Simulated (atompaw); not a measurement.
**Pseudopotential generation for tungsten: PAW (atompaw), PBE**

Do these settings give a usable potential? It is generated, then checked for scattering, ghosts and hardness.

Method: atompaw 4.2.0.5, PBE, scalar-relativistic.

## Step 1: The design

Typed settings, in words:

```
element                 : tungsten (W, Z = 74)
type                    : PAW
frozen core             : [Xe] 4f14
valence charge          : 6
reference configuration : 5d4 6s0 6p0 (charge +2)
partial waves           : 6s (bound, empty); 6s channel at 0.2 Ry; 6p (bound, empty); 6p channel at 0.55 Ry; 5d (bound); 5d channel at 2.85 Ry; 5f channel at 0.35 Ry
local potential         : bessel scheme, radius 2.25 bohr
core correction         : smooth core density matched at 2.85 bohr
augmentation charge     : sinc compensation charge, radius 2.85 bohr; PAW radius 2.90 bohr; waves and projectors: bloechl
```

The outer shells as boxes (Hund's rule for the drawing; the calculation is spin-unpolarised):

```
[Xe] core
4f [↑↓][↑↓][↑↓][↑↓][↑↓][↑↓][↑↓]
5d [↑ ][↑ ][↑ ][↑ ][  ]
6s [  ]
6p [  ][  ][  ]
```

The nodes and maxima of the atom's own shells, from an earlier all-electron run, set the scale for the radii.

All-electron outer shells of the reference configuration (PBE, scalar-relativistic, ld1.x):

```csv
shell,level (eV),outermost node (bohr),outermost maximum (bohr)
4f,-49.29,–,0.43
5d,-19.88,0.63,1.47
6s,-19.28,1.27,2.48
6p,-12.99,1.51,3.11
5f,-4.34,0.90,5.32
```

## Step 2: Generating the potential

The input, W.input:

```
W 74
GGA-PBE scalarrelativistic loggrid 2001 logderivrange -3 5 201
6 6 5 4 0 0
6 0 0
6 1 0
5 2 4
0 0 0
c
c
c
c
c
v
c
c
c
c
v
c
c
v
c
3
2.90 2.85 2.25 2.85
y
0.2
n
y
0.55
n
y
2.85
n
y
0.35
n
bloechl sinc
bessel
PWSCFOUT
UPFDX 0.0125d0 UPFXMIN -7.d0 UPFZMESH 74.d0
END
```

Command:

```
atompaw < W.input > W.log
```

**Question.** What will these runs give? Wanted: cutoffs for 10 and 1 mRy, occupied levels; bound ghosts; largest phase difference near zero energy, channels read; lowest eigenvalue of the overlap; share of valence orbitals outside the PAW sphere; UPF file.

The runs gave:

| quantity | value |
| --- | --- |
| cutoffs for 10 and 1 mRy, occupied levels | 18 Ry and 25 Ry |
| bound ghosts | p at -20.30 eV |
| largest phase difference near zero energy, channels read | 0.019 rad |
| lowest eigenvalue of the overlap (Bessel basis) | 0.037 (p) |
| share of valence orbitals outside the PAW sphere | 6s 41 %, 6p 69 %, 5d 10 % |
| UPF file | written |

It has a bound ghost (p), a state that the atom doesn't have, and that rules the file out. The potential is soft on the atom at that tolerance: the looser tolerance needs 18 Ry. Near zero energy the phases of the channels with partial waves agree within 0.019 rad. The pseudo curves have a pole with no partner nearby in the atom's: p at -1.49 Ry. These are tests on the free atom; a crystal test is still owed.
